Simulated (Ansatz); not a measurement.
# AlGa2P3: the band gap up the ladder of functionals

An exercise on one series of results from a longer session: the logs are not shown, and one member is left open.

Code: Ansatz 0.2.0. PAW datasets, plane waves. No spin polarisation and no zero-point or thermal motion; the cell was built from a prototype and may be hypothetical.

### The structure to begin with

The cell was relaxed beforehand with r2SCAN.

It is tetragonal, I-4m2 (No. 119); a = 3.862 Å, c = 16.376 Å in the conventional setting, 20.36 Å³ an atom. Around Al lie 4 P at 2.37 Å; around P lie 2 Al at 2.37 Å and 2 Ga at 2.37 Å; around Ga lie 4 P at 2.36–2.37 Å; around P lie 4 Ga at 2.36 Å.

As a file:

```
Al P Ga
1.0
    -1.93118    1.93118    8.18776
     1.93118   -1.93118    8.18776
     1.93118    1.93118   -8.18776
Al P Ga
1 3 2
Direct
  0.00000 0.00000 0.00000
  0.41657 0.91657 0.50000
  0.75000 0.25000 0.50000
  0.08343 0.58343 0.50000
  0.33310 0.33310 0.00000
  0.66690 0.66690 0.00000
```

Set-up of the first run:

Input file input.yaml:

```yaml
crystal:
  lattice:
    - [-1.9311813881, 1.9311813881, 8.1877617382]
    - [1.9311813881, -1.9311813881, 8.1877617382]
    - [1.9311813881, 1.9311813881, -8.1877617382]
  atoms:
    - { symbol: Al, position: [0.0, 0.0, 0.0] }
    - { symbol: P, position: [0.416565912, 0.916565912, 0.5] }
    - { symbol: Ga, position: [0.3330985188, 0.3330985188, 0.0] }
    - { symbol: P, position: [0.75, 0.25, 0.5] }
    - { symbol: Ga, position: [0.6669014812, 0.6669014812, 0.0] }
    - { symbol: P, position: [0.083434088, 0.583434088, 0.5] }
kpoints:
  mp_grid: { grid: [10, 10, 10] }
  band_path:
    path:
      - [[0.0, 0.0, 0.0], [-1.565295251741e-17, 4.340852813304e-17, 0.5], [0.25, 0.25, 0.25], [8.506132032648e-17, 0.5, -1.438232740507e-17], [0.0, 0.0, 0.0], [0.5, 0.5, -0.5], [0.2639077139765, 0.7360922860235, -0.2639077139765]]
      - [[-0.2639077139765, 0.2639077139765, 0.2639077139765], [0.0, 0.0, 0.0]]
      - [[-1.565295251741e-17, 4.340852813304e-17, 0.5], [-0.02781542795291, 0.02781542795291, 0.5]]
      - [[0.5, 0.5, -0.02781542795291], [0.5, 0.5, -0.5]]
    npoints: 10
hamiltonian:
  xc: pbe
scf:
  occupations: { method: fermi_dirac, width: 0.02 }
  n_extra_bands: 5
output:
  forces: true
  stress: true
  eigenvalues: true
```

Command:

```bash
$ ansatz run input.yaml --threads 4 --pin off --max-ram 6451MiB --backend cpu --events-out ev --progress --plain --runs-dir out
```

Among the steps run: PBE band path; r2SCAN; HSE06 at the same geometry; PBE+SOC at the same geometry; PBE0.

One table of the session follows, with a row left open; its other results are not shown here.

```
  level  gap (eV)
    PBE         ?
 r2SCAN      1.90
  HSE06      2.27
PBE+SOC      1.60
   PBE0      2.94
```

Q: Estimate the row for PBE from the others.

**Answer.** gap (eV): 1.62. In the column «gap (eV)» it lies between PBE+SOC (1.60) and r2SCAN (1.90).

Meshes: PBE 10×10×10, r2SCAN 10×10×10, HSE06 6×6×6, PBE+SOC 10×10×10, PBE0 6×6×6

PBE+SOC gives the least gap, 1.60 eV, and PBE0 the largest, 2.94 eV. Against HSE06, PBE is short by 0.65 eV, at 71 % of it, and r2SCAN 84 %. PBE0 lies 0.67 eV above HSE06, which differs from it by screening the long-range exchange.

To keep in mind: Warnings in the runs' records: stress scf threshold loose, stress exchange threshold loose.
